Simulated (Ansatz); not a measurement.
# CH2BN: interaction energy of a dimer with the counterpoise correction

How strongly do two molecules of CH2BN bind, and how much of that is basis error? A script is to give the interaction energy of a dimer with the counterpoise correction; the system is CH2BN. SMILES: BC#N.

Program: Ansatz 0.2.0 through its Python package. Level of theory: PBE0/def2-SVPD. These are calculated values, not measurements.

## 1. The system

Bond lengths: B1–C2 1.476 Å, C2–N3 1.136 Å, B1–H4 1.172 Å, B1–H5 1.206 Å. Angles: B1–C2–N3 179.0°, C2–B1–H4 122.6°, C2–B1–H5 122.6°, H4–B1–H5 114.7°.

No structure file is read: the coordinates are typed or built in the script.

## 2. Script

dimer.py reads:

```python
import ansatz

BASIS = "def2-SVPD"
FUNCTIONAL = "pbe0"

FIRST = [
    ("B", (-0.198, 0.4178, -0.3181)),
    ("C", (0.3449, -0.6824, 0.5018)),
    ("N", (0.7647, -1.5398, 1.1171)),
    ("H", (-0.7484, 0.2346, -1.3366)),
    ("H", (-0.1634, 1.5697, 0.0359)),
]
SECOND = [
    ("B", (2.3188, -1.888, -1.7569)),
    ("C", (1.3681, -1.8795, -2.8853)),
    ("N", (0.6495, -1.8812, -3.7649)),
    ("H", (3.4808, -1.8724, -1.9096)),
    ("H", (1.9612, -1.8508, -0.6062)),
]

def energy(atoms, ghosts=()):
    molecule = ansatz.Crystal.molecule()
    for symbol, xyz in atoms:
        molecule = molecule.atom(symbol, xyz)
    calc = (
        molecule.calculation()
        .basis(gaussian=BASIS)
        .functional(FUNCTIONAL)
    )
    deck = calc.input()
    if ghosts:
        deck = deck.set(ansatz.key.basis.gaussian.ghost_atoms, [{"symbol": s, "position_ang": list(xyz)} for s, xyz in ghosts])
    return ansatz.Session.from_dict(deck).plan().execute().report["free_energy_ev"]

both = energy(FIRST + SECOND)
alone = energy(FIRST) + energy(SECOND)
ghosted = energy(FIRST, SECOND) + energy(SECOND, FIRST)
print(f"dimer {both:.6f} eV")
print(f"interaction, uncorrected   {(both - alone):8.3f} eV")
print(f"interaction, counterpoise  {(both - ghosted):8.3f} eV")
print(f"basis-set superposition    {(alone - ghosted):8.3f} eV")
```

## 3. What the engine is handed

The package turns the script's settings into the engine's input (first run):

```yaml
crystal:
  periodic: [false, false, false]
  atoms:
    - { symbol: B, position_ang: [-0.198, 0.4178, -0.3181] }
    - { symbol: C, position_ang: [0.3449, -0.6824, 0.5018] }
    - { symbol: "N", position_ang: [0.7647, -1.5398, 1.1171] }
    - { symbol: H, position_ang: [-0.7484, 0.2346, -1.3366] }
    - { symbol: H, position_ang: [-0.1634, 1.5697, 0.0359] }
    - { symbol: B, position_ang: [2.3188, -1.888, -1.7569] }
    - { symbol: C, position_ang: [1.3681, -1.8795, -2.8853] }
    - { symbol: "N", position_ang: [0.6495, -1.8812, -3.7649] }
    - { symbol: H, position_ang: [3.4808, -1.8724, -1.9096] }
    - { symbol: H, position_ang: [1.9612, -1.8508, -0.6062] }
basis:
  gaussian:
    orbitals: def2-SVPD
hamiltonian:
  xc: pbe0
```

## 4. The run

Started as:

```console
$ python dimer.py
```

**Question.** How large is the interaction at this pose, and how much of it is basis-set superposition?

As calculated:

```
                        quantity     value
 interaction energy, uncorrected  0.247 eV
interaction energy, counterpoise  0.274 eV
                   runs compared         5
```

**Reading.** The pair is unbound at this geometry and level. Uncorrected it is 0.247 eV, with the counterpoise correction 0.274 eV; the difference, 0.03 eV, is the superposition error. The pose is repulsive. Total energies depend on the basis set; only differences at equal settings carry meaning. The dimer is a generated trial pose of unrelaxed monomers, not a minimum, so the figure is no binding energy, and the basis set is small. This level lacks dispersion, so the attraction at long range is missing and the sign there can be wrong.
